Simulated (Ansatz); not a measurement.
# C₂H₇BrN₂Si: one species, many methods

An exercise on one series of results from a longer session: the logs are not shown, and one member is left open.

Computed with Ansatz 0.2.0, Gaussian basis. Level: functionals in def2-TZVPP, the program's frozen cores in correlated methods.

The runs, in order: PBE-D4, r2SCAN-D4, PBE0-D4, B3LYP-D4, ωB97X-V, ωB97M-V, B2PLYP; CCSD(T)/def2-TZVPP; MP2/def2-QZVPP; extrapolation to the limit.

**The geometry**

The geometry comes from an earlier relaxation with PBE0-D4 in a triple-zeta def2 set; it is a stationary point, not always the lowest conformer.

SMILES `C=C[Si](N)(N)Br`, 13 atoms, charge 0, spin multiplicity 1.

Atoms are counted from 1 here; the program's logs count them from 0.

Bond lengths: C1–C2 1.329 Å, C1–H7 1.086 Å, C1–H8 1.086 Å, C2–Si3 1.855 Å, C2–H9 1.091 Å, Si3–N4 1.703 Å, Si3–N5 1.701 Å, Si3–Br6 2.251 Å, N4–H10 1.007 Å, N4–H11 1.006 Å, N5–H12 1.007 Å, N5–H13 1.008 Å. Angles: C2–C1–H7 121.5°, C2–C1–H8 122.0°, H7–C1–H8 116.6°, C1–C2–Si3 126.5°, C1–C2–H9 117.8°, Si3–C2–H9 115.6°, C2–Si3–N4 118.3°, C2–Si3–N5 106.7°, C2–Si3–Br6 106.8°, N4–Si3–N5 106.3°, N4–Si3–Br6 103.4°, N5–Si3–Br6 115.9°, Si3–N4–H10 120.4°, Si3–N4–H11 120.9°, H10–N4–H11 112.6°, Si3–N5–H12 119.8°, Si3–N5–H13 119.7°, H12–N5–H13 111.7°.

Set-up of the first run:

in.yaml reads:

```yaml
crystal:
  periodic: [false, false, false]
  atoms:
    - {symbol: C, position_ang: [0.163726, 2.223465, -0.624811]}
    - {symbol: C, position_ang: [0.635636, 0.992402, -0.456039]}
    - {symbol: Si, position_ang: [-0.298500, -0.467721, 0.205367]}
    - {symbol: N, position_ang: [-0.516102, -1.815098, -0.812876]}
    - {symbol: N, position_ang: [0.566092, -1.027152, 1.558835]}
    - {symbol: Br, position_ang: [-2.400870, 0.232107, 0.603978]}
    - {symbol: H, position_ang: [-0.858696, 2.479221, -0.363670]}
    - {symbol: H, position_ang: [0.776198, 3.023822, -1.030673]}
    - {symbol: H, position_ang: [1.671981, 0.800923, -0.738899]}
    - {symbol: H, position_ang: [0.269901, -2.386089, -1.077547]}
    - {symbol: H, position_ang: [-1.255080, -1.833766, -1.494767]}
    - {symbol: H, position_ang: [0.990285, -0.366431, 2.189768]}
    - {symbol: H, position_ang: [0.255429, -1.855684, 2.041333]}
basis:
  gaussian: {orbitals: def2-TZVPP}
hamiltonian: {xc: pbe, dispersion: d4}
output: {forces: true, orbitals: {seedname: orbitals}}
```

Command:

```sh
$ ansatz run in.yaml --threads 2 --pin off --events-out ev --progress --plain --max-ram 32768MiB --backend cuda --devices 0, --max-vram 18GiB
```

Among the steps run: PBE-D4 (GGA); r2SCAN-D4 (meta-GGA); PBE0-D4 (hybrid); B3LYP-D4 (hybrid); ωB97X-V (range-separated); ωB97M-V (range-separated); B2PLYP (double hybrid); CCSD(T) in def2-TZVPP; MP2 in def2-QZVPP.

One table of the session follows, with a row left open; its other results are not shown here.

It belongs to the step «Atomisation energies». 

```
            method  atomisation energy (eV)
            PBE-D4                   52.036
         r2SCAN-D4                   50.935
           PBE0-D4                   51.100
          B3LYP-D4                   51.087
           ωB97X-V                   51.145
           ωB97M-V                   51.200
            B2PLYP                   50.418
     HF/def2-TZVPP                   36.180
    MP2/def2-TZVPP                   50.325
   CCSD/def2-TZVPP                        ?
CCSD(T)/def2-TZVPP                   49.454
           MP2/CBS                   51.975
       CCSD(T)/CBS                   51.104
```

**Question.** Estimate the row for CCSD/def2-TZVPP.

As computed: atomisation energy (eV): 48.626. In the column «atomisation energy (eV)» it lies between HF/def2-TZVPP (36.180) and CCSD(T)/def2-TZVPP (49.454).

Caveats from the session: Free atoms (2 C, 1 Si, 2 N, 1 Br, 7 H) were run apart at each level; the atomisation energy is their sum less the molecule, without zero-point or spin-orbit terms.
